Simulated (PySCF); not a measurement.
# C5H10InNS (InEt2(NCS)): the cost of one run

Computed with PySCF 2.14.0, with density-fitted response routines of our own, on a single molecule in the gas phase. Atoms are numbered from 0 throughout.

### Step 1. The molecule as given

18 atoms, charge 0, multiplicity 1; geometry from: GFN2-xTB. The atoms were then displaced at random by about 0.03 Å, so the start is not that level's minimum.

Bonds of the start (Å): In0–C1 2.20, In0–C8 2.40, In0–N15 2.04, C1–C2 1.48, C1–H3 1.16, C1–H4 1.10, C2–H5 1.13, C2–H6 1.10, C2–H7 1.04, C8–C9 1.53, C8–H10 1.05, C8–H11 1.07, C9–H12 1.17, C9–H13 1.07, C9–H14 1.13, N15–C16 1.20, C16–S17 1.59.

### Step 2. Optimising the geometry at PBE0-D3(BJ)/def2-SVP

What the job is given:

```
{"job": {"xc": "PBE0", "basis": "def2-SVP", "d3": "d3bj", "grid": 1, "maxiter": 40, "shake": 0.03, "kind": "geom"}, "charge": 0, "multiplicity": 1}
In    -0.057530    -0.212580     0.027770
C      2.062430    -0.813170     0.058740
C      2.678670    -0.498720     1.370930
H      2.693200    -0.294890    -0.768920
H      2.025940    -1.892890    -0.158210
H      3.771630    -0.797700     1.372680
H      2.750200     0.573170     1.608680
H      2.283110    -0.997950     2.197340
C     -1.670330     1.561030     0.130790
C     -1.824510     2.200000    -1.254640
H     -1.399580     2.256460     0.864200
H     -2.565060     1.039990     0.393340
H     -2.669270     3.013220    -1.267910
H     -0.933750     2.685400    -1.581590
H     -2.126520     1.446170    -2.039630
N     -1.298390    -1.820010    -0.183790
C     -1.625730    -2.965770    -0.300410
S     -2.150790    -4.464830    -0.391630
```

On the command line:

```
> OMP_NUM_THREADS=1 python probes_run.py task.json out
```

The driver reads the jobs from task.json and runs them one after another.

**Question.** How long does this first job take on 1 thread of Intel Xeon at 2.50GHz, shared host, and how much memory does it need?

About 27 min, with a peak of 0.75 GiB.
